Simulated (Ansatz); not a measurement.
**SiNi3 (Pm-3m): cell relaxations under several functionals in Python**

A script is to give cell relaxations under several functionals; the system is SiNi3 (Pm-3m).

The COD entry's cell or inner coordinates are ideal or old and differ from later refinements, so a difference from it is no clean test against experiment.

Computed with Ansatz 0.2.0, driven from Python. The levels of theory stand in the script.

## Step 1: The structure

Symmetry: Pm-3m, No. 221, cubic system. The conventional cell has a = 3.542 Å, b = 3.542 Å, c = 3.542 Å, α = 90.00°, β = 90.00°, γ = 90.00°. Around Si (site symmetry m-3m) lie 12 Ni at 2.50 Å. Ni (site symmetry 4/mmm) has 4 Si at 2.50 Å and 8 Ni at 2.50 Å as nearest neighbours.

No structure file is read: the coordinates are typed or built in the script.

## Step 2: Script

Contents of lattice_sini3.py:

```python
# -*- coding: utf-8 -*-
'''Relaxed cell of SiNi3 under several functionals.'''

import ansatz
import numpy as np

def edges_and_angles(cell):
    cell = np.asarray(cell)
    a, b, c = np.linalg.norm(cell, axis=1)
    cosines = cell[1] @ cell[2] / (b * c), cell[0] @ cell[2] / (a * c), cell[0] @ cell[1] / (a * b)
    return (a, b, c, *np.degrees(np.arccos(cosines)))


def main():
    sini3 = (
        ansatz.Lattice.cubic(3.542)
        .space_group(221)
        .atom('Si', [0.0, 0.0, 0.0])
        .atom('Ni', [0.0, 0.5, 0.5])
        .moments(Ni=1.0)
    )

    model = (
        sini3.calculation()
        .accuracy('medium')
        .kpoints(mesh=(6, 6, 6))
        .occupations('gaussian', width=0.2)
        .spin('collinear')
        .scf(self_checks='low')
        .relax(cell=True, force_tolerance=0.01)
    )

    levels = [('pbe', 'none'), ('rpbe', 'none'), ('r2scan', 'none'), ('lda', 'none')]
    print('level            a       b       c    alpha   beta  gamma  V/atom  steps')
    for name, dispersion in levels:
        seen = []
        run = model.functional(name, dispersion=dispersion).session().plan()
        result = run.execute(on_event=lambda e: seen.append(e) if e['event'] == 'relax_step' else None)
        cell = result.lattice.cell_ang
        label = name if dispersion == 'none' else f'{name}+{dispersion}'
        print('{:13s} {:7.4f} {:7.4f} {:7.4f} {:6.2f} {:6.2f} {:6.2f}'.format(label, *edges_and_angles(cell)), f'{abs(np.linalg.det(cell)) / len(result.lattice.sites):7.3f} {len(seen):5d}')


if __name__ == '__main__':
    main()
```

## Step 3: The input behind the calls

The engine receives this input (first run):

```yaml
crystal:
  lattice:
    bravais: cubic
    a: 3.542
  space_group: 221
  atoms:
    - { symbol: Si, position: [0.0, 0.0, 0.0] }
    - { symbol: Ni, position: [0.0, 0.5, 0.5] }
accuracy: medium
kpoints:
  mp_grid:
    grid: [6, 6, 6]
hamiltonian:
  xc: pbe
  dispersion: none
magnetization:
  spin_polarized: true
  per_species:
    Ni: 1.0
scf:
  self_checks: low
  occupations:
    method: gaussian
    width: 0.2
relax:
  f_tol: 0.01
  cell: {}
```

## Step 4: Launch

Command:

```
$ python lattice_sini3.py
```

The log of the run:

```text
level            a       b       c    alpha   beta  gamma  V/atom  steps
DeckWarning: basis.ecutwfc = 420 eV, auto-derived from the records' recommended cutoffs: set by Si (normal level)
RunWarning: the starting moments were not kept: the SCF closed with an absolute magnetisation of 8.2e-6 μB, where they sum to 3 μB in size (3 sites). That is at most 0.1 of that sum. Measured as dr2_m measures the in/out step, that magnetisation stands 4.3e-11 eV from none, at or under the dr2_threshold of 1.0e-7 eV: it is no larger than a step whose dr2_m would equal this threshold. The system [...]
pbe            3.5068  3.5068  3.5068  90.00  90.00  90.00  10.781     5
rpbe           3.5340  3.5340  3.5340  90.00  90.00  90.00  11.034     4
DeckWarning: basis.ecutwfc = 500 eV, auto-derived from the records' recommended cutoffs: set by Si (their level for a meta-GGA)
r2scan         3.4650  3.4650  3.4650  90.00  90.00  90.00  10.400     8
lda            3.4285  3.4285  3.4285  90.00  90.00  90.00  10.075     6
```

(Warnings from the package without file and line, shortened, repeats left out.)

Run time: 2.5 min. Hardware: 1 thread of Arm Neoverse V2, shared host; peak memory 0.56 GiB.

## Step 5: The engine's runs

From the records of these 4 runs:

```csv
run,functional,energy (eV/atom),final volume (Å³/atom),pressure (GPa),SCF cycles in all,CPU time (s)
1,pbe,-4539.2042,10.78,0.02,51,19
2,rpbe,-4543.7096,11.03,0.01,40,15
3,r2scan,-4544.1747,10.40,0.00,111,96
4,lda,-4482.7480,10.08,-0.02,56,19
```

Energies are free energies F = E - TS of the smeared occupations. Totals hang on method, basis and potentials, so only like runs compare.

## Step 6: The relaxation of run 1, step by step

The steps of the relaxation:

```csv
step,E - E(step 1) (eV/cell),largest force component (eV/Å),pressure (GPa),volume (Å³)
1,0.0000,0.0000,-5.94,44.44
2,-0.0200,0.0000,-2.80,43.72
3,-0.0254,0.0000,0.17,43.09
4,-0.0254,0.0000,0.00,43.12
5,-0.0250,0.0000,0.02,43.12
```

Step 1 is the start. Step 5 repeats the geometry before it on a plane-wave basis chosen anew for that cell, so its energy need not be comparable with the rows above.

|  | before | after | change |
| --- | --- | --- | --- |
| a (Å) | 3.542 | 3.507 | -1.0 % |
| b (Å) | 3.542 | 3.507 | -1.0 % |
| c (Å) | 3.542 | 3.507 | -1.0 % |
| volume (Å³/atom) | 11.11 | 10.78 | -3.0 % |
| shortest distance (Å) | 2.505 | 2.480 | -1.0 % |
| space group (0.01 Å) | Pm-3m | Pm-3m | same |

The run keeps the 48 symmetry operations of the start, so it could not have lowered the symmetry.

## Step 7: Path of the relaxation of run 4

Relaxation path:

```csv
step,E - E(step 1) (eV/cell),largest force component (eV/Å),pressure (GPa),volume (Å³)
1,0.0000,0.0000,-20.09,44.44
2,-0.2309,0.0000,-9.83,42.03
3,-0.2848,0.0000,2.31,39.95
4,-0.2870,0.0000,-0.18,40.33
5,-0.2870,0.0000,0.00,40.30
6,-0.2850,0.0000,-0.02,40.30
```

Step 1 is the start. Step 6 repeats the geometry before it on a plane-wave basis chosen anew for that cell, so its energy need not be comparable with the rows above.

|  | before | after | change |
| --- | --- | --- | --- |
| a (Å) | 3.542 | 3.429 | -3.2 % |
| b (Å) | 3.542 | 3.429 | -3.2 % |
| c (Å) | 3.542 | 3.429 | -3.2 % |
| volume (Å³/atom) | 11.11 | 10.08 | -9.3 % |
| shortest distance (Å) | 2.505 | 2.424 | -3.2 % |
| space group (0.01 Å) | Pm-3m | Pm-3m | same |

Forces and stress were held to the start's 48 operations: a distortion of lower symmetry was not tested.

## Step 8: Outcome

| quantity | value |
| --- | --- |
| runs compared | 4 |
| relaxed volume | 10.08 (lda) to 11.03 Å³/atom (rpbe) |

From smallest to largest: LDA (10.08 Å³ an atom, -9.3 % against the start), r2SCAN (10.40 Å³ an atom, -6.4 % against the start), PBE (10.78 Å³ an atom, -3.0 % against the start) and RPBE (11.03 Å³ an atom, -0.7 % against the start). The spread is 9.5 % in volume. In run 1, over 3 moves the cell shrank by 3.0 % in volume, and the space group stayed Pm-3m. In run 4, over 4 moves the cell shrank by 9.3 % in volume, and the space group stayed Pm-3m. Notes:
- The SCF didn't keep the moments it started from (some shrank, vanished or turned); what is printed is the state reached.
- Forces vanish by symmetry, so the ions can't move, and the end may be a saddle.
- For a metal this k-point mesh is coarse: on a finer one energies can move by several to tens of meV an atom and pressures by half a GPa or more, differences at one mesh by less.
- Of the deposited cell: the entry's cell lengths or inner coordinates differ somewhat from later room-temperature determinations.
- r2SCAN tends to overestimate the moments of itinerant magnets. The starting moments were not kept in at least one run, so it stands on a weaker or other magnetic state than the one typed.
